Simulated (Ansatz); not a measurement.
**YbOs (CsCl type): equation of state**

One table from this session's results is given with a row withheld; the runs are named, their logs left out.

Computed with Ansatz 0.2.0 (DFT r²SCAN, scalar-relativistic, plane waves, PAW, unless a step's input says otherwise).

## The system as given

It takes space group Pm-3m (No. 221, cubic). The conventional cell has a = 3.328 Å, b = 3.328 Å, c = 3.328 Å, α = 90.00°, β = 90.00°, γ = 90.00°. Yb (site symmetry m-3m) has 8 Os at 2.88 Å in its first shell of neighbours. Os (site symmetry m-3m) is surrounded by 8 Yb at 2.88 Å.

Structure file:

```
Yb Os
1.0
     3.32776    0.00000    0.00000
     0.00000    3.32776    0.00000
     0.00000    0.00000    3.32776
Yb Os
1 1
Cartesian
  0.0000 0.0000 0.0000
  1.6639 1.6639 1.6639
```

An earlier run at r²SCAN left this cell at 18.426 Å³/atom and 0.00 GPa (10×10×10 mesh).

Volume factors to run: 0.980, 1.020, 0.960, 1.040, 1.070.

The first run:

input.yaml reads:

```yaml
crystal:
  lattice:
    - [3.3054290033, 0.0, 0.0]
    - [0.0, 3.3054290033, 0.0]
    - [0.0, 0.0, 3.3054290033]
  atoms:
    - { symbol: Yb, position: [0.0, 0.0, 0.0] }
    - { symbol: Os, position: [0.5, 0.5, 0.5] }
basis:
  ecutwfc: 500
  ecutrho_ratio: 4
kpoints:
  mp_grid: { grid: [10, 10, 10] }
hamiltonian:
  xc: r2scan
scf:
  occupations: { method: gaussian, width: 0.05 }
output:
  forces: true
  stress: true
  eigenvalues: true
```

Launch:

```
> ansatz run input.yaml --threads 2 --pin off --max-ram 2662MiB --backend cpu --events-out ev --progress --plain --runs-dir out
```

Steps of the session up to this table: Scaling the volume by 0.980; Scaling the volume by 1.020; Scaling the volume by 0.960; At 1.040 of the relaxed volume; Volume × 1.070.

One table of the session follows, with a row left open; its other results are not shown here.

It belongs to the step «Energy and pressure against volume». 

| volume (Å³/atom) | energy (meV/atom) | pressure (GPa) |
| --- | --- | --- |
| 17.689 | 13.40 | 6.12 |
| 18.057 | 3.18 | 2.88 |
| 18.426 | 0.00 | 0.00 |
| 18.794 | ? | ? |
| 19.163 | 11.75 | -4.89 |
| 19.716 | 34.09 | -7.91 |

Q: Estimate the row for volume (Å³/atom) = 18.794 from the others.

Worked estimate for «energy (meV/atom)». A straight line through the neighbours (18.426, 0.00) and (19.163, 11.75) gives 0.00 + (11.75 − 0.00) × (18.794 − 18.426) / (19.163 − 18.426) = 5.87; a parabola fitted to 4 rows on both sides gives 3.17.

As computed: energy (meV/atom): 3.06; pressure (GPa): -2.58. In «energy (meV/atom)» the line misses by +2.81 and the parabola by +0.11.
